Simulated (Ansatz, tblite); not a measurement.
# Diphenyliodonium chloride (C12H10ClI): a ladder of methods and basis sets

How do method and basis change the picture of diphenyliodonium chloride (C12H10ClI) (singlet)?

Computed with Ansatz 0.2.0, Gaussian basis. Level: as each input shows.

The runs, in order: GFN1-xTB, GFN2-xTB, PBE-D4/def2-TZVP, r2SCAN-D4/def2-TZVP, PBE-D4/def2-SVP, PBE0-D4/def2-SVP, MP2/def2-SVP.

5 further runs of the same task are left out: 4 that didn't finish, 1 set aside as unsound or not needed. Runs told in other sessions of the task aren't counted.

## 1. The geometry

The singlet was relaxed beforehand with r2SCAN-D4/def2-SVP.

SMILES `[Cl-].c1ccc([I+]c2ccccc2)cc1`, 24 atoms, charge 0, spin multiplicity 1.

Bond lengths: Cl1–I6 2.808 Å, C2–C3 1.396 Å, C2–C14 1.400 Å, C2–H15 1.094 Å, C3–C4 1.403 Å, C3–H16 1.094 Å, C4–C5 1.391 Å, C4–H17 1.095 Å, C5–I6 2.220 Å, C5–C13 1.389 Å, I6–C7 2.225 Å, C7–C8 1.391 Å, C7–C12 1.388 Å, C8–C9 1.403 Å, C8–H18 1.095 Å, C9–C10 1.397 Å, C9–H19 1.094 Å, C10–C11 1.400 Å and more. Angles: C3–C2–C14 120.3°, C3–C2–H15 119.9°, C14–C2–H15 119.9°, C2–C3–C4 120.1°, C2–C3–H16 120.5°, C4–C3–H16 119.4°, C3–C4–C5 118.0°, C3–C4–H17 120.5°, C5–C4–H17 121.5°, C4–C5–I6 113.3°, C4–C5–C13 123.4°, I6–C5–C13 122.9°, Cl1–I6–C5 77.5°, Cl1–I6–C7 78.5°, C5–I6–C7 153.0°, I6–C7–C8 112.7°, I6–C7–C12 123.5°, C8–C7–C12 123.5° and more.

Coordinates:

```xyz
24
C12H10ClI
Cl   -1.64146   -1.11833    0.94669
C    -1.64224    4.11482    2.10516
C    -0.99227    4.20460    0.87256
C    -0.41898    3.06171    0.29544
C    -0.52033    1.85940    0.98682
I     0.67015    0.21956    0.07949
C     0.88208   -1.74358   -0.94622
C     1.50367   -1.63608   -2.18567
C     1.84404   -2.82009   -2.85660
C     1.55455   -4.05878   -2.28007
C     0.92351   -4.12634   -1.03265
C     0.56859   -2.95650   -0.34971
C    -1.17122    1.73183    2.20690
C    -1.72771    2.88606    2.77015
H    -2.09362    5.00661    2.54908
H    -0.93515    5.16030    0.34297
H     0.08825    3.12401   -0.67267
H     1.72244   -0.66166   -2.63463
H     2.32531   -2.76255   -3.83759
H     1.81462   -4.97979   -2.80950
H     0.69803   -5.09727   -0.58119
H     0.04288   -2.97936    0.60806
H    -1.25884    0.75438    2.68668
H    -2.23634    2.81705    3.73653
```

I takes a core potential in the def2 sets. No spin-orbit coupling is included.

PBE0-D4/def2-TZVP was run before; its log isn't repeated, and its numbers join the tables.

## 2. GFN1-xTB

Tight binding, by tblite at 300 K electronic temperature and without a spin-polarisation term:

```python
tblite.interface.Calculator('GFN1-xTB', numbers, positions, charge=0, uhf=0).singlepoint()
```

Energy -1057.1461 eV, HOMO -11.16 eV, LUMO -9.57 eV; 0.022 s.

## 3. GFN2-xTB

Tight binding, by tblite at 300 K electronic temperature and without a spin-polarisation term:

```python
tblite.interface.Calculator('GFN2-xTB', numbers, positions, charge=0, uhf=0).singlepoint()
```

Energy -1062.3245 eV, HOMO -10.01 eV, LUMO -8.08 eV; 0.022 s.

## 4. PBE-D4/def2-TZVP

start.molden holds the orbitals of an earlier run on this state, given as this run's starting guess.

in.yaml reads:

```yaml
crystal:
  periodic: [false, false, false]
  atoms:
    - {symbol: Cl, position_ang: [-1.641455, -1.118331, 0.946687]}
    - {symbol: C, position_ang: [-1.642240, 4.114817, 2.105158]}
    - {symbol: C, position_ang: [-0.992267, 4.204598, 0.872563]}
    - {symbol: C, position_ang: [-0.418981, 3.061706, 0.295437]}
    - {symbol: C, position_ang: [-0.520328, 1.859402, 0.986824]}
    - {symbol: I, position_ang: [0.670149, 0.219558, 0.079488]}
    - {symbol: C, position_ang: [0.882077, -1.743584, -0.946224]}
    - {symbol: C, position_ang: [1.503672, -1.636078, -2.185670]}
    - {symbol: C, position_ang: [1.844035, -2.820085, -2.856599]}
    - {symbol: C, position_ang: [1.554551, -4.058784, -2.280069]}
    - {symbol: C, position_ang: [0.923513, -4.126338, -1.032651]}
    - {symbol: C, position_ang: [0.568594, -2.956505, -0.349709]}
    - {symbol: C, position_ang: [-1.171217, 1.731826, 2.206898]}
    - {symbol: C, position_ang: [-1.727706, 2.886063, 2.770149]}
    - {symbol: H, position_ang: [-2.093620, 5.006610, 2.549084]}
    - {symbol: H, position_ang: [-0.935145, 5.160298, 0.342969]}
    - {symbol: H, position_ang: [0.088252, 3.124012, -0.672666]}
    - {symbol: H, position_ang: [1.722440, -0.661660, -2.634632]}
    - {symbol: H, position_ang: [2.325311, -2.762549, -3.837595]}
    - {symbol: H, position_ang: [1.814615, -4.979788, -2.809495]}
    - {symbol: H, position_ang: [0.698030, -5.097270, -0.581193]}
    - {symbol: H, position_ang: [0.042882, -2.979357, 0.608065]}
    - {symbol: H, position_ang: [-1.258845, 0.754378, 2.686675]}
    - {symbol: H, position_ang: [-2.236336, 2.817052, 3.736526]}
basis:
  gaussian: {orbitals: def2-TZVP, initial_orbitals: start.molden}
hamiltonian: {xc: pbe, dispersion: d4}
scf: {omitted_lower_state_checks: [starts]}
output: {forces: true, orbitals: {seedname: orbitals}}
```

Run with:

```console
ansatz run in.yaml --threads 4 --pin off --events-out ev --progress --plain --max-ram 6963MiB
```

After this run come: r2SCAN-D4/def2-TZVP; PBE-D4/def2-SVP; PBE0-D4/def2-SVP; MP2/def2-SVP.

**Question.** What will the summary of the whole plan be? Wanted: gap in def2-TZVP, named functionals, smallest and largest; correlation energy, MP2/def2-SVP; binding an atom, functionals in def2-TZVP; PBE0 total energy, smallest basis above largest.

The runs gave:

| quantity | value |
| --- | --- |
| gap in def2-TZVP, named functionals, smallest and largest | 1.72 eV (PBE-D4), 3.30 eV (PBE0-D4) |
| correlation energy, MP2/def2-SVP | -50.38 eV |
| binding an atom, functionals in def2-TZVP | 4.76 (r2SCAN-D4) to 4.93 eV (PBE-D4) |
| PBE0 total energy, smallest basis above largest | 17.86 eV (def2-SVP, def2-TZVP) |

Orbital gaps of the named functionals in def2-TZVP span 1.72 eV (PBE-D4) to 3.30 eV (PBE0-D4); exact exchange widens it.
